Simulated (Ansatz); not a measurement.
# Be (hcp type): how the settings move a single-point run

How sensitive is a single-point run of Be (hcp type) to its settings? A reference run comes first, then one run with altered input.

Program: Ansatz 0.2.0. Level of theory: reference: DFT, PBEsol, all-electron LAPW, scalar-relativistic. These are calculated values, not measurements.

## (1) The structure to begin with

Symmetry: C2/m, No. 12, monoclinic system. Conventional cell: a = 3.884 Å, b = 2.242 Å, c = 3.633 Å, α = 90.00°, β = 90.00°, γ = 90.00°. Be (site symmetry m) is surrounded by 1 Be at 1.29 Å.

Structure file:

```xyz
2
Lattice="2.2424 0.0000 0.0000 -1.1212 1.9420 0.0000 0.0000 0.0000 3.6327" Properties=species:S:1:pos:R:3 pbc="T T T"
Be   -0.2355    1.1587    0.5267
Be    1.3567    0.7833    3.1060
```

## (2) The reference run

File input.yaml:

```yaml
crystal:
  lattice:
    - [2.2424371395, 0.0, 0.0]
    - [-1.1212185697, 1.9420075292, 0.0]
    - [0.0, 0.0, 3.6327481659]
  atoms:
    - { symbol: Be, position: [0.1933333333, 0.5966666667, 0.145] }
    - { symbol: Be, position: [0.8066666667, 0.4033333333, 0.855] }
kpoints:
  mp_grid: { grid: [15, 15, 8] }
scf:
  occupations: { method: fermi_dirac, width: 0.05 }
hamiltonian:
  xc: pbesol
  pseudopotentials: { kind: all_electron, lapw: { basis_error: 0.001 } }
output:
  forces: true
  stress: true
  eigenvalues: true
  populations: true
```

Started as:

```bash
$ ansatz run input.yaml --threads 1 --pin off --max-ram 2048MiB --backend cpu --events-out ev --progress --plain --runs-dir out
```

## (3) Changing settings: occupations.width 0.01

Edit input.yaml of step 2 so:

```diff
@@ -11,3 +11,3 @@
 scf:
-  occupations: { method: fermi_dirac, width: 0.05 }
+  occupations: { method: fermi_dirac, width: 0.01 }
 hamiltonian:
```

**Question.** What will these runs give? Wanted: for each run, ending; energy change; pressure; gap; force.

**Answer**, as computed:

| run | ending | energy change | pressure (GPa) | gap (eV) | force (eV/Å) | cycles | time |
| --- | --- | --- | --- | --- | --- | --- | --- |
| reference | converged | 0 | 65.1 | 0.00 | 18.02 | 6 | 34 s |
| 1: occupations.width 0.01 | converged | 0.0 meV/atom (σ→0) | 65.1 | 0.00 | 18.02 | 6 | 35 s |

Residual by cycle in the longest SCF loop of each run; runs are numbered as in the table. The quantity is the density residual dr2, in eV.

```csv
cycle,reference,run 1
1,3.71,3.71
2,1.46,1.47
3,0.0133,0.0158
4,3.2e-5,3.2e-5
5,2.8e-7,2.3e-7
6,2.9e-10,6.3e-10
```

**Reading.** Changing the smearing hardly moves the energy: 0.0 meV/atom. The structure is not at rest: the sound run finds 65 GPa, so these are no properties of the relaxed crystal. 
